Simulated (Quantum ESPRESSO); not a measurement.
Input of a Quantum ESPRESSO 7.5 run:

File pw.in:

```
&CONTROL
  calculation = 'scf'
  prefix = 'pwscf'
  outdir = './tmp'
  pseudo_dir = './pseudo'
  tprnfor = .true.
  tstress = .true.
  disk_io = 'nowf'
/
&SYSTEM
  ibrav = 0
  nat = 4
  ntyp = 2
  ecutwfc = 45
  ecutrho = 360
  nbnd = 36
  occupations = 'smearing'
  smearing = 'gaussian'
  degauss = 0.00367493
  nspin = 2
  starting_magnetization(1) = 0.1111
  starting_magnetization(2) = 0
/
&ELECTRONS
  conv_thr = 1.6d-07
  electron_maxstep = 100
  mixing_beta = 0.7
  mixing_ndim = 20
/
ATOMIC_SPECIES
Ni    58.6934 ni_lda_v1.4.uspp.F.UPF
O     15.9990 o_lda_v1.2.uspp.F.UPF
CELL_PARAMETERS angstrom
   3.1158617800    0.0000000000    0.0000000000
   0.0000000000    3.1158617800    0.0000000000
   0.0000000000    0.0000000000    4.5622167200
ATOMIC_POSITIONS crystal
Ni     0.0000000000    0.0000000000    0.0000000000
Ni     0.5000000000    0.5000000000    0.0000000000
O      0.5000000000    0.0000000000    0.2670000000
O      0.0000000000    0.5000000000    0.7330000000
K_POINTS automatic
6 6 4 0 0 0
HUBBARD {ortho-atomic}
U Ni-3d 6.0
```

Potentials or basis: GBRV 1.5 LDA.

The run is started by

```sh
$ OMP_NUM_THREADS=1 mpirun -n 2 pw.x -nk 2 -in pw.in > pw.out
```

Problem. What does it give for the pressure?

Solution. 17.1 GPa.

Problem. What does it give for the absolute moment?

Solution. 4.08 μB per cell.

Eigenvalues of the final occupation matrices:
```
   site  spin  trace               eigenvalues
Ni 1 3d     1   4.92  0.97 0.98 0.99 0.99 0.99
Ni 1 3d     2   3.42  0.32 0.32 0.91 0.92 0.95
Ni 2 3d     1   4.92  0.97 0.98 0.99 0.99 0.99
Ni 2 3d     2   3.42  0.32 0.32 0.91 0.92 0.95
```

Caveat: the k mesh is coarse. The state reached can hang on the start; a lower one may exist.
